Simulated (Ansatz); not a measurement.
CaBr:

```
CELL_PARAMETERS angstrom
4.08415 0.00000 0.00000
-2.04207 3.53698 0.00000
0.00000 0.00000 9.67213
ATOMIC_POSITIONS crystal
Br 0.66667 0.33333 0.53449
Br 0.33333 0.66667 0.03449
Ca 0.66667 0.33333 0.84051
Ca 0.33333 0.66667 0.34051
```

The cell comes from a database or a generator and needn't be the stable form of this composition.

| Quantity | Value |
| --- | --- |
| Program | Ansatz 0.2.0 |
| Task | relaxation of cell and atoms |
| Functional | PBE |
| Potentials or basis | JTH PAW |
| Cutoff | 870 eV (not typed: the program's choice for these potentials) |
| k mesh | 8 × 8 × 3 |
| Occupations | fermi-dirac, width 0.05 eV |
| Spin | no spin polarisation |

At the start: volume 34.93 Å³/atom.

Task: How do energy, volume and symmetry change on relaxing?

Result: It ends after 4 steps and the volume is 35.38 Å³/atom (+1.3 %); space group P6_3mc (No. 186, to 0.05 Å).

The path:
| step | energy change (eV) | largest force (eV/Å) | volume (Å³) |
| --- | --- | --- | --- |
| 1 | 0.0000 | 0.1223 | 139.72 |
| 2 | -0.0130 | 0.0217 | 140.95 |
| 3 | -0.0137 | 0.0021 | 141.50 |
| 4 | -0.0138 | 0.0019 | 141.50 |

Final structure:
```cif
data_structure
_symmetry_space_group_name_H-M 'P 1'
_symmetry_Int_Tables_number 1
_cell_length_a 4.0721
_cell_length_b 4.0721
_cell_length_c 9.8537
_cell_angle_alpha 90.000
_cell_angle_beta 90.000
_cell_angle_gamma 120.000
_cell_volume 141.50
loop_
_atom_site_label
_atom_site_type_symbol
_atom_site_fract_x
_atom_site_fract_y
_atom_site_fract_z
_atom_site_occupancy
Br1 Br 0.66667 0.33333 0.53672 1
Br2 Br 0.33333 0.66667 0.03672 1
Ca1 Ca 0.66667 0.33333 0.83828 1
Ca2 Ca 0.33333 0.66667 0.33828 1
```

Caveat: the plane-wave basis is chosen anew once the cell has moved, so the energies of steps on either side of that aren't comparable.
